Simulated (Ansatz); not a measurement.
**AsH+ (doublet): PBE0, B3LYP over a scan of the distance As1–H2, cc-pVQZ**

Aim: run AsH+ (doublet) with these functionals over a scan of the distance As1–H2, and hold them against the top wave-function level at the same points.

Computed with Ansatz 0.2.0, Gaussian basis. Level: cc-pVQZ, all electrons in the functionals.

Plan: PBE0, B3LYP, at 1.256 Å; 1.368 Å; 1.535 Å; 1.658 Å; 1.902 Å; 2.135 Å; 2.426 Å; 2.817 Å; 3.310 Å; 4.081 Å; 5.241 Å.

12 further runs of the same task are left out: 12 that didn't finish.

### 1 The geometry

The geometry derives from a PBE0/def2-TZVP stationary point (not a proven minimum). One bond is set to the value named and the two fragments are kept rigid. No spin-orbit coupling is included. The filled d shell of As may be among the frozen orbitals whatever the setting's name suggests; the logs give the count.

2 atoms, charge 1, spin multiplicity 2.

Atoms are counted from 1 here; the program's logs count them from 0.

Bond lengths: As1–H2 1.535 Å.

No dispersion term is added. B3LYP takes the VWN-RPA correlation.

The geometry shown and the zero of energy belong to the point 1.535 Å. The yardstick, UCCSDT(Q), and other wave-function levels (R restricted, U unrestricted, valence and pair active spaces) come from earlier runs.

### 2 PBE0, 1.256 Å

The input, in.yaml:

```yaml
crystal:
  periodic: [false, false, false]
  atoms:
    - {symbol: As, position_ang: [0.000000, 0.000000, 0.000000]}
    - {symbol: H, position_ang: [0.000000, 0.000000, 1.256000]}
basis:
  gaussian: {orbitals: cc-pVQZ}
total_charge: 1
magnetization: {spin_polarized: true, initial_magnetization: 1}
hamiltonian: {xc: {name: PBE0}}
output: {orbitals: {seedname: orbitals}}
```

The run is started by

```
$ ansatz run in.yaml --threads 2 --pin off --events-out ev --progress --plain --max-ram 15360MiB --backend cuda --devices 0, --max-vram 18GiB
```

Output:

```text
Functional definition: PBE0
  name "PBE0"
  cite "Adamo & Barone, J. Chem. Phys. 110, 6158 (1999) doi:10.1063/1.478522"
  cite "Perdew, Burke & Ernzerhof, Phys. Rev. Lett. 77, 3865 (1996) doi:10.1103/PhysRevLett.77.3865"
  parent pbe
  parameter a = 0.25
  parameter kappa = 0.804
  parameter beta = 0.06672455060314922
  exchange = (1 - a)*pbe_x(kappa = kappa, mu = beta*pi^2/3) + a*exact_x
  correlation = pbe_c(beta = beta)
538 factors; their error is unknown
mean field evaluation 1: about -60838.2025 eV, gradient 1.0e1 eV
mean field evaluation 2: about -60838.6484 eV, gradient 5.5e0 eV
mean field evaluation 4: about -60838.7461 eV, gradient 2.6e-1 eV
mean field evaluation 8: about -60839.0400 eV, gradient 9.8e-4 eV
mean field evaluation 16: about -60837.7782 eV, gradient 5.3e0 eV
mean field -60839.03999855 eV, -2235.7934817643 hartree, gradient 1.0e-5 eV, S^2 0.753847; 1 other end points of the search recorded, 0 dependent functions left out
reference -60839.04002377 eV, -2235.7934826910 hartree; 17, 16 occupied and 81, 82 virtual orbitals, 538 factors
Total energy: -60839.04002377 eV, -2235.7934826910 hartree
```

It took 3.2 s on 1 × H100 (card shared with other runs) with 2 threads of AMD EPYC 7R13, shared host; peak host memory 0.79 GiB.

From the report: ⟨S²⟩ of the determinant 0.754 (pure doublet: 0.75).

### 3 PBE0, 1.368 Å

in.yaml: that of step 2 with these lines changed.

```diff
@@ -4,3 +4,3 @@
     - {symbol: As, position_ang: [0.000000, 0.000000, 0.000000]}
-    - {symbol: H, position_ang: [0.000000, 0.000000, 1.256000]}
+    - {symbol: H, position_ang: [0.000000, 0.000000, 1.368000]}
 basis:
```

The command is unchanged.

Output:

```text
Functional definition: PBE0
  name "PBE0"
  cite "Adamo & Barone, J. Chem. Phys. 110, 6158 (1999) doi:10.1063/1.478522"
  cite "Perdew, Burke & Ernzerhof, Phys. Rev. Lett. 77, 3865 (1996) doi:10.1103/PhysRevLett.77.3865"
  parent pbe
  parameter a = 0.25
  parameter kappa = 0.804
  parameter beta = 0.06672455060314922
  exchange = (1 - a)*pbe_x(kappa = kappa, mu = beta*pi^2/3) + a*exact_x
  correlation = pbe_c(beta = beta)
538 factors; their error is unknown
mean field evaluation 1: about -60839.0400 eV, gradient 9.1e0 eV
mean field evaluation 2: about -60839.4161 eV, gradient 4.8e0 eV
mean field evaluation 4: about -60839.5013 eV, gradient 2.2e-1 eV
mean field evaluation 8: about -60839.7956 eV, gradient 7.2e-4 eV
mean field evaluation 16: about -60839.7956 eV, gradient 3.7e-5 eV
mean field -60839.79560884 eV, -2235.8212499302 hartree, gradient 3.7e-5 eV, S^2 0.753890; 1 other end points of the search recorded, 0 dependent functions left out
reference -60839.79563408 eV, -2235.8212508578 hartree; 17, 16 occupied and 81, 82 virtual orbitals, 538 factors
Total energy: -60839.79563408 eV, -2235.8212508578 hartree
```

It took 1.6 s on 1 × H100 (card shared with other runs) with 2 threads of AMD EPYC 7R13, shared host; peak host memory 0.78 GiB.

From the report: ⟨S²⟩ of the determinant 0.754 (pure doublet: 0.75).

### 4 PBE0, 1.535 Å

The input, in.yaml:

```yaml
crystal:
  periodic: [false, false, false]
  atoms:
    - {symbol: As, position_ang: [0.000000, 0.000000, 0.000000]}
    - {symbol: H, position_ang: [0.000000, 0.000000, 1.534800]}
basis:
  gaussian: {orbitals: cc-pVQZ}
total_charge: 1
magnetization: {spin_polarized: true, initial_magnetization: 1}
hamiltonian: {xc: {name: PBE0}}
output: {forces: true, orbitals: {seedname: orbitals}}
```

Same command.

Output (excerpt; [...] marks lines left out):

```text
Functional definition: PBE0
  name "PBE0"
  cite "Adamo & Barone, J. Chem. Phys. 110, 6158 (1999) doi:10.1063/1.478522"
  cite "Perdew, Burke & Ernzerhof, Phys. Rev. Lett. 77, 3865 (1996) doi:10.1103/PhysRevLett.77.3865"
  parent pbe
[...]
538 factors; their error is unknown
[...]
mean field -60840.11260336 eV, -2235.8328992640 hartree, gradient 4.6e-5 eV, S^2 0.754050; 1 other end points of the search recorded, 0 dependent functions left out
[...]
reference -60840.11262878 eV, -2235.8329001983 hartree; 17, 16 occupied and 81, 82 virtual orbitals, 538 factors
Total energy: -60840.11262878 eV, -2235.8329001983 hartree
Atom 0 at     0.000000     0.000000     0.000000 Å, force    -0.000000     0.000000     0.008914 eV/Å
Atom 1 at     0.000000     0.000000     1.534800 Å, force    -0.000000     0.000000    -0.008914 eV/Å
Dipole moment:     0.000000     0.000000     0.144803 e Å
```

Wall time 5.5 s (1 × H100 (card shared with other runs) with 2 threads of AMD EPYC 7R13, shared host); peak host memory 0.8 GiB.

From the report: ⟨S²⟩ of the determinant 0.754 (pure doublet: 0.75).

### 5 PBE0, 1.658 Å

The input, in.yaml:

```yaml
crystal:
  periodic: [false, false, false]
  atoms:
    - {symbol: As, position_ang: [0.000000, 0.000000, 0.000000]}
    - {symbol: H, position_ang: [0.000000, 0.000000, 1.658000]}
basis:
  gaussian: {orbitals: cc-pVQZ}
total_charge: 1
magnetization: {spin_polarized: true, initial_magnetization: 1}
hamiltonian: {xc: {name: PBE0}}
output: {orbitals: {seedname: orbitals}}
```

Launched as before.

Output:

```text
Functional definition: PBE0
  name "PBE0"
  cite "Adamo & Barone, J. Chem. Phys. 110, 6158 (1999) doi:10.1063/1.478522"
  cite "Perdew, Burke & Ernzerhof, Phys. Rev. Lett. 77, 3865 (1996) doi:10.1103/PhysRevLett.77.3865"
  parent pbe
  parameter a = 0.25
  parameter kappa = 0.804
  parameter beta = 0.06672455060314922
  exchange = (1 - a)*pbe_x(kappa = kappa, mu = beta*pi^2/3) + a*exact_x
  correlation = pbe_c(beta = beta)
538 factors; their error is unknown
mean field evaluation 1: about -60839.3919 eV, gradient 7.0e0 eV
mean field evaluation 2: about -60839.6352 eV, gradient 3.8e0 eV
mean field evaluation 4: about -60839.7028 eV, gradient 8.4e-2 eV
mean field evaluation 8: about -60839.9996 eV, gradient 7.3e-3 eV
mean field evaluation 16: about -60839.7831 eV, gradient 1.9e0 eV
mean field -60839.99957088 eV, -2235.8287453968 hartree, gradient 9.4e-6 eV, S^2 0.754359; 1 other end points of the search recorded, 0 dependent functions left out
reference -60839.99959641 eV, -2235.8287463353 hartree; 17, 16 occupied and 81, 82 virtual orbitals, 538 factors
Total energy: -60839.99959641 eV, -2235.8287463353 hartree
```

Wall time 3.4 s (1 × H100 (card shared with other runs) with 2 threads of AMD EPYC 7R13, shared host); peak host memory 0.79 GiB.

From the report: ⟨S²⟩ of the determinant 0.754 (pure doublet: 0.75).

From 1.535 Å: +10.9 kJ/mol.

### 6 PBE0, 1.902 Å

in.yaml: that of step 5 with these lines changed.

```diff
@@ -4,3 +4,3 @@
     - {symbol: As, position_ang: [0.000000, 0.000000, 0.000000]}
-    - {symbol: H, position_ang: [0.000000, 0.000000, 1.658000]}
+    - {symbol: H, position_ang: [0.000000, 0.000000, 1.902000]}
 basis:
```

Launched as before.

Output:

```text
Functional definition: PBE0
  name "PBE0"
  cite "Adamo & Barone, J. Chem. Phys. 110, 6158 (1999) doi:10.1063/1.478522"
  cite "Perdew, Burke & Ernzerhof, Phys. Rev. Lett. 77, 3865 (1996) doi:10.1103/PhysRevLett.77.3865"
  parent pbe
  parameter a = 0.25
  parameter kappa = 0.804
  parameter beta = 0.06672455060314922
  exchange = (1 - a)*pbe_x(kappa = kappa, mu = beta*pi^2/3) + a*exact_x
  correlation = pbe_c(beta = beta)
538 factors; their error is unknown
mean field evaluation 1: about -60838.8676 eV, gradient 5.9e0 eV
mean field evaluation 2: about -60839.0445 eV, gradient 3.4e0 eV
mean field evaluation 4: about -60839.0920 eV, gradient 2.3e-1 eV
mean field evaluation 8: about -60839.3894 eV, gradient 2.5e-1 eV
mean field evaluation 16: about -60839.3896 eV, gradient 1.1e-5 eV
mean field -60839.38963734 eV, -2235.8063307530 hartree, gradient 1.1e-5 eV, S^2 0.756830; 1 other end points of the search recorded, 0 dependent functions left out
reference -60839.38966311 eV, -2235.8063316998 hartree; 17, 16 occupied and 81, 82 virtual orbitals, 538 factors
Total energy: -60839.38966311 eV, -2235.8063316998 hartree
```

It took 3.3 s on 1 × H100 (card shared with other runs) with 2 threads of AMD EPYC 7R13, shared host; peak host memory 0.79 GiB.

From the report: ⟨S²⟩ of the determinant 0.757 (pure doublet: 0.75).

From 1.535 Å: +69.8 kJ/mol.

### 7 PBE0, 2.135 Å

in.yaml: that of step 6 with these lines changed.

```diff
@@ -4,3 +4,3 @@
     - {symbol: As, position_ang: [0.000000, 0.000000, 0.000000]}
-    - {symbol: H, position_ang: [0.000000, 0.000000, 1.902000]}
+    - {symbol: H, position_ang: [0.000000, 0.000000, 2.135000]}
 basis:
```

Launched as before.

Output:

```text
Functional definition: PBE0
  name "PBE0"
  cite "Adamo & Barone, J. Chem. Phys. 110, 6158 (1999) doi:10.1063/1.478522"
  cite "Perdew, Burke & Ernzerhof, Phys. Rev. Lett. 77, 3865 (1996) doi:10.1103/PhysRevLett.77.3865"
  parent pbe
  parameter a = 0.25
  parameter kappa = 0.804
  parameter beta = 0.06672455060314922
  exchange = (1 - a)*pbe_x(kappa = kappa, mu = beta*pi^2/3) + a*exact_x
  correlation = pbe_c(beta = beta)
538 factors; their error is unknown
mean field evaluation 1: about -60838.1747 eV, gradient 5.4e0 eV
mean field evaluation 2: about -60838.3242 eV, gradient 3.4e0 eV
mean field evaluation 4: about -60838.3536 eV, gradient 2.7e-1 eV
mean field evaluation 8: about -60838.3579 eV, gradient 9.7e-2 eV
mean field evaluation 16: about -60838.6563 eV, gradient 2.1e-5 eV
mean field evaluation 32: about -60838.6563 eV, gradient 1.9e-5 eV
mean field -60838.65630631 eV, -2235.7793813346 hartree, gradient 1.9e-5 eV, S^2 0.779429; 3 other end points of the search recorded, 0 dependent functions left out
reference -60838.65633219 eV, -2235.7793822856 hartree; 17, 16 occupied and 81, 82 virtual orbitals, 538 factors
Total energy: -60838.65633219 eV, -2235.7793822856 hartree
```

Run time: 4.7 s. Hardware: 1 × H100 (card shared with other runs) with 2 threads of AMD EPYC 7R13, shared host; peak host memory 0.79 GiB.

From the report: ⟨S²⟩ of the determinant 0.779 (pure doublet: 0.75).

From 1.535 Å: +140.5 kJ/mol.

Orbitals, density, ELF and potential are computed afterwards from the orbital file.

Frontier orbitals at PBE0/cc-pVQZ (alpha spin), with the share of their density that lies nearest to each atom:

| orbital | energy (eV) | lies on |
| --- | --- | --- |
| HOMO-1 | -15.56 | As1 52 %; H2 48 % |
| HOMO | -14.83 | As1 96 % |
| LUMO | -12.30 | As1 95 % |

ELF in a plane through or near 2 of the atoms.

Ten even steps from '0' (0.00) to '9' (1.00):
```
0000000000000000000000000000
0000000122110000000000000000
0000013455432100000000000000
0001146787764211111100000000
0001357888875322234310000000
0013578998887544678862000000
0025689886667667899997200000
0036788632225789999999500000
0147887335532689999999810000
0147887354662699999999820000
0147887363552599999999820000
0147887336632689999999810000
0036788632224789999999500000
0025689876667667899997200000
0013578998887544678862000000
0001357888875322233310000000
0001246787764211111100000000
0000013455432100000000000000
0000000111110000000000000000
0000000000000000000000000000
```
The map spans 7.3 Å across and 5.2 Å up, centred on the molecule. Atoms in the plane (x, y in Å): As1 (-1.1, 0.0), H2 (1.1, 0.0).

log10 of the density (e/Å³) in the same plane.

Values, 10 rows by 14 columns:
```
-4.0 -4.0 -3.6 -3.1 -2.9 -2.8 -2.9 -3.2 -3.5 -3.8 -4.0 -4.0 -4.0 -4.0
-4.0 -3.3 -2.8 -2.2 -1.9 -1.9 -2.0 -2.3 -2.6 -2.9 -3.3 -3.8 -4.0 -4.0
-3.7 -2.8 -2.2 -1.6 -1.2 -1.2 -1.3 -1.7 -2.0 -2.2 -2.6 -3.3 -3.8 -4.0
-3.3 -2.3 -1.6 -0.9 -0.4 -0.3 -0.6 -1.0 -1.2 -1.3 -1.8 -2.6 -3.3 -4.0
-3.0 -2.0 -1.3 -0.4  0.7  1.2  0.1 -0.5 -0.4 -0.4 -1.2 -2.2 -2.9 -3.9
-3.0 -1.9 -1.2 -0.3  1.3  1.9  0.4 -0.4 -0.2 -0.1 -1.0 -2.1 -2.9 -3.9
-3.1 -2.1 -1.4 -0.6  0.0  0.2 -0.3 -0.7 -0.8 -0.9 -1.5 -2.4 -3.1 -4.0
-3.4 -2.5 -1.9 -1.2 -0.8 -0.7 -0.9 -1.3 -1.6 -1.7 -2.2 -2.9 -3.5 -4.0
-3.8 -2.9 -2.4 -1.8 -1.4 -1.4 -1.6 -1.9 -2.2 -2.4 -2.8 -3.4 -3.9 -4.0
-4.0 -3.6 -3.2 -2.7 -2.4 -2.3 -2.5 -2.8 -3.1 -3.3 -3.7 -4.0 -4.0 -4.0
```
The map spans 7.3 Å across and 5.2 Å up, centred on the molecule. Atoms in the plane (x, y in Å): As1 (-1.1, 0.0), H2 (1.1, 0.0).

On the surface of density 0.002 e/bohr³ the electrostatic potential runs, from the 1st to the 99th percentile, from 5.77 to 10.16 V.

The spin density lies nearest to As1 86 %; H2 14 % (beta excess).

### 8 PBE0, 2.426 Å

The input, in.yaml:

```yaml
crystal:
  periodic: [false, false, false]
  atoms:
    - {symbol: As, position_ang: [0.000000, 0.000000, 0.000000]}
    - {symbol: H, position_ang: [0.000000, 0.000000, 2.426000]}
basis:
  gaussian: {orbitals: cc-pVQZ}
total_charge: 1
magnetization: {spin_polarized: true, initial_magnetization: 1}
hamiltonian: {xc: {name: PBE0}}
output: {forces: true, orbitals: {seedname: orbitals}}
```

Same command.

Output (excerpt; [...] marks lines left out):

```text
Functional definition: PBE0
  name "PBE0"
  cite "Adamo & Barone, J. Chem. Phys. 110, 6158 (1999) doi:10.1063/1.478522"
  cite "Perdew, Burke & Ernzerhof, Phys. Rev. Lett. 77, 3865 (1996) doi:10.1103/PhysRevLett.77.3865"
  parent pbe
[...]
538 factors; their error is unknown
[...]
mean field -60837.89652448 eV, -2235.7514598673 hartree, gradient 3.6e-6 eV, S^2 1.124394; 2 other end points of the search recorded, 0 dependent functions left out
[...]
reference -60837.89655197 eV, -2235.7514608775 hartree; 17, 16 occupied and 81, 82 virtual orbitals, 538 factors
Total energy: -60837.89655197 eV, -2235.7514608775 hartree
Atom 0 at     0.000000     0.000000     0.000000 Å, force    -0.000000     0.000000     1.912307 eV/Å
Atom 1 at     0.000000     0.000000     2.426000 Å, force    -0.000000     0.000000    -1.912307 eV/Å
Dipole moment:    -0.000000     0.000000     0.225860 e Å
```

Wall time 6 s (1 × H100 (card shared with other runs) with 2 threads of AMD EPYC 7R13, shared host); peak host memory 0.8 GiB.

From the report: ⟨S²⟩ of the determinant 1.124 (pure doublet: 0.75).

From 1.535 Å: +213.8 kJ/mol.

### 9 PBE0, 2.817 Å

in.yaml: that of step 8 with these lines changed.

```diff
@@ -4,3 +4,3 @@
     - {symbol: As, position_ang: [0.000000, 0.000000, 0.000000]}
-    - {symbol: H, position_ang: [0.000000, 0.000000, 2.426000]}
+    - {symbol: H, position_ang: [0.000000, 0.000000, 2.817000]}
 basis:
```

The command is unchanged.

Output (excerpt; [...] marks lines left out):

```text
Functional definition: PBE0
  name "PBE0"
  cite "Adamo & Barone, J. Chem. Phys. 110, 6158 (1999) doi:10.1063/1.478522"
  cite "Perdew, Burke & Ernzerhof, Phys. Rev. Lett. 77, 3865 (1996) doi:10.1103/PhysRevLett.77.3865"
  parent pbe
[...]
538 factors; their error is unknown
[...]
mean field -60837.43372356 eV, -2235.7344522472 hartree, gradient 2.2e-6 eV, S^2 1.641396; 13 other end points of the search recorded, 0 dependent functions left out
[...]
reference -60837.43375312 eV, -2235.7344533335 hartree; 17, 16 occupied and 81, 82 virtual orbitals, 538 factors
Total energy: -60837.43375312 eV, -2235.7344533335 hartree
Atom 0 at     0.000000     0.000000     0.000000 Å, force     0.000000     0.000000     0.644580 eV/Å
Atom 1 at     0.000000     0.000000     2.817000 Å, force    -0.000000     0.000000    -0.644580 eV/Å
Dipole moment:     0.005028    -0.000000     0.301340 e Å
```

Wall time 4.2 s (1 × H100 (card shared with other runs) with 2 threads of AMD EPYC 7R13, shared host); peak host memory 0.79 GiB.

From the report: ⟨S²⟩ of the determinant 1.641 (pure doublet: 0.75). The determinant is far from a pure spin state, so its energy mixes those of several spin states (harmless only where they are near-degenerate, as at dissociation).

From 1.535 Å: +258.5 kJ/mol.

### 10 PBE0, 3.310 Å

The input, in.yaml:

```yaml
crystal:
  periodic: [false, false, false]
  atoms:
    - {symbol: As, position_ang: [0.000000, 0.000000, 0.000000]}
    - {symbol: H, position_ang: [0.000000, 0.000000, 3.310000]}
basis:
  gaussian: {orbitals: cc-pVQZ}
total_charge: 1
magnetization: {spin_polarized: true, initial_magnetization: 1}
hamiltonian: {xc: {name: PBE0}}
output: {orbitals: {seedname: orbitals}}
```

Same command.

Output (excerpt; [...] marks lines left out):

```text
Functional definition: PBE0
  name "PBE0"
  cite "Adamo & Barone, J. Chem. Phys. 110, 6158 (1999) doi:10.1063/1.478522"
  cite "Perdew, Burke & Ernzerhof, Phys. Rev. Lett. 77, 3865 (1996) doi:10.1103/PhysRevLett.77.3865"
  parent pbe
[...]
538 factors; their error is unknown
[...]
mean field -60837.23748162 eV, -2235.7272404889 hartree, gradient 2.6e-6 eV, S^2 1.753917; 4 other end points of the search recorded, 0 dependent functions left out
reference -60837.23751157 eV, -2235.7272415894 hartree; 17, 16 occupied and 81, 82 virtual orbitals, 538 factors
Total energy: -60837.23751157 eV, -2235.7272415894 hartree
```

It took 2.6 s on 1 × H100 (card shared with other runs) with 2 threads of AMD EPYC 7R13, shared host; peak host memory 0.8 GiB.

From the report: ⟨S²⟩ of the determinant 1.754 (pure doublet: 0.75). The determinant is far from a pure spin state, so its energy mixes those of several spin states (harmless only where they are near-degenerate, as at dissociation).

From 1.535 Å: +277.4 kJ/mol.

### 11 PBE0, 4.081 Å

The input, in.yaml:

```yaml
crystal:
  periodic: [false, false, false]
  atoms:
    - {symbol: As, position_ang: [0.000000, 0.000000, 0.000000]}
    - {symbol: H, position_ang: [0.000000, 0.000000, 4.081000]}
basis:
  gaussian: {orbitals: cc-pVQZ}
total_charge: 1
magnetization: {spin_polarized: true, initial_magnetization: 1}
hamiltonian: {xc: {name: PBE0}}
output: {forces: true, orbitals: {seedname: orbitals}}
```

Launched as before.

Output (excerpt; [...] marks lines left out):

```text
Functional definition: PBE0
  name "PBE0"
  cite "Adamo & Barone, J. Chem. Phys. 110, 6158 (1999) doi:10.1063/1.478522"
  cite "Perdew, Burke & Ernzerhof, Phys. Rev. Lett. 77, 3865 (1996) doi:10.1103/PhysRevLett.77.3865"
  parent pbe
[...]
538 factors; their error is unknown
[...]
mean field -60837.09954290 eV, -2235.7221713346 hartree, gradient 1.0e-9 eV, S^2 1.753596; 4 other end points of the search recorded, 0 dependent functions left out
[...]
reference -60837.09957382 eV, -2235.7221724706 hartree; 17, 16 occupied and 81, 82 virtual orbitals, 538 factors
Total energy: -60837.09957382 eV, -2235.7221724706 hartree
Atom 0 at     0.000000     0.000000     0.000000 Å, force    -0.000000    -0.000000     0.097601 eV/Å
Atom 1 at     0.000000     0.000000     4.081000 Å, force     0.000000     0.000000    -0.097601 eV/Å
Dipole moment:    -0.000000     0.000000     0.189841 e Å
```

Run time: 11 s. Hardware: 1 × H100 (card shared with other runs) with 2 threads of AMD EPYC 7R13, shared host; peak host memory 0.8 GiB.

From the report: ⟨S²⟩ of the determinant 1.754 (pure doublet: 0.75). The determinant is far from a pure spin state, so its energy mixes those of several spin states (harmless only where they are near-degenerate, as at dissociation).

From 1.535 Å: +290.7 kJ/mol.

### 12 PBE0, 5.241 Å

The input, in.yaml:

```yaml
crystal:
  periodic: [false, false, false]
  atoms:
    - {symbol: As, position_ang: [0.000000, 0.000000, 0.000000]}
    - {symbol: H, position_ang: [0.000000, 0.000000, 5.241000]}
basis:
  gaussian: {orbitals: cc-pVQZ}
total_charge: 1
magnetization: {spin_polarized: true, initial_magnetization: 1}
hamiltonian: {xc: {name: PBE0}}
output: {orbitals: {seedname: orbitals}}
```

Same command.

Output (excerpt; [...] marks lines left out):

```text
Functional definition: PBE0
  name "PBE0"
  cite "Adamo & Barone, J. Chem. Phys. 110, 6158 (1999) doi:10.1063/1.478522"
  cite "Perdew, Burke & Ernzerhof, Phys. Rev. Lett. 77, 3865 (1996) doi:10.1103/PhysRevLett.77.3865"
  parent pbe
[...]
538 factors; their error is unknown
[...]
mean field -60837.05404098 eV, -2235.7204991698 hartree, gradient 3.1e-6 eV, S^2 1.753645; 7 other end points of the search recorded, 0 dependent functions left out
reference -60837.05407569 eV, -2235.7205004453 hartree; 17, 16 occupied and 81, 82 virtual orbitals, 538 factors
Total energy: -60837.05407569 eV, -2235.7205004453 hartree
```

Run time: 4 s. Hardware: 1 × H100 (card shared with other runs) with 2 threads of AMD EPYC 7R13, shared host; peak host memory 0.79 GiB.

From the report: ⟨S²⟩ of the determinant 1.754 (pure doublet: 0.75). The determinant is far from a pure spin state, so its energy mixes those of several spin states (harmless only where they are near-degenerate, as at dissociation).

From 1.535 Å: +295.1 kJ/mol.

(Part 1 of 2 ends here.)
